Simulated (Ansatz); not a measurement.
# Be3N2: the cost of one run

All numbers are computed with the Python package of Ansatz 0.2.0. Level of theory: DFT PBEsol, plane waves, PAW.

## 1. The structure

The structure is trigonal, space group P-3m1 (No. 164). Conventional cell: a = 2.818 Å, b = 2.818 Å, c = 4.667 Å, α = 90.00°, β = 90.00°, γ = 120.00°. Be (site symmetry -3m) is surrounded by 6 N at 2.01 Å and 6 Be at 2.31 Å. Be (site symmetry 3m) is surrounded by 4 N at 1.69 to 1.85 Å. N (site symmetry 3m) has 7 Be at 1.69 to 2.01 Å as nearest neighbours.

The script holds or builds the structure itself.

## 2. The script

ecut_be3n2.py

```python
"""Convergence of Be3N2 with the plane-wave cutoff."""

import ansatz as az
import matplotlib.pyplot as plt

lattice = az.Lattice.of(
    (2.817778, 0.0, 0.0),
    (-1.408889, 2.440267, 0.0),
    (0.0, 0.0, 4.667022),
)
sites = [
    ("Be", (0.0, 0.0, 0.0)),
    ("Be", (2 / 3, 1 / 3, 0.649633)),
    ("Be", (1 / 3, 2 / 3, 0.350367)),
    ("N", (1 / 3, 2 / 3, 0.747058)),
    ("N", (2 / 3, 1 / 3, 0.252942)),
]
crystal = az.Crystal(lattice=lattice)
for symbol, position in sites:
    crystal = crystal.atom(symbol, position)

model = (
    crystal.calculation()
    .functional("pbesol")
    .kpoints(12, 12, 6)
    .occupations("fixed")
)

rows = []
for value in [300, 375, 450, 525, 600, 675]:
    r = model.basis(value).run(threads=1).report
    rows.append((value, r["free_energy_ev"] / len(r["lattice"]["sites"]), r["n_iterations"], r["n_pw"]))

print(" cutoff (eV)   F/atom (eV)    iterations   plane waves")
for row in rows:
    print(f"{str(row[0]):>12s}  {row[1]:12.5f}  {row[2]:12d}  {row[3]:12d}")

# the last row is the reference
for row in rows[:-1]:
    shift = 1000 * (row[1] - rows[-1][1])
    print(f"{row[0]}: {shift:+.2f} meV/atom" + ("  (within 2 meV)" if abs(shift) < 2 else ""))
plt.figure(figsize=(4.5, 3))
plt.plot([str(row[0]) for row in rows], [1000 * (row[1] - rows[-1][1]) for row in rows], "o-")
plt.xlabel("cutoff (eV)")
plt.ylabel("F - F(last) (meV/atom)")
plt.tight_layout()
plt.savefig("ecut.png", dpi=100)
```

## 3. Running it

Launch:

```console
python ecut_be3n2.py
```

**Question.** How long does this script take on 1 thread of Arm Neoverse V1, shared host, and how much memory does it need?

About 14 s, with a peak of 0.45 GiB.
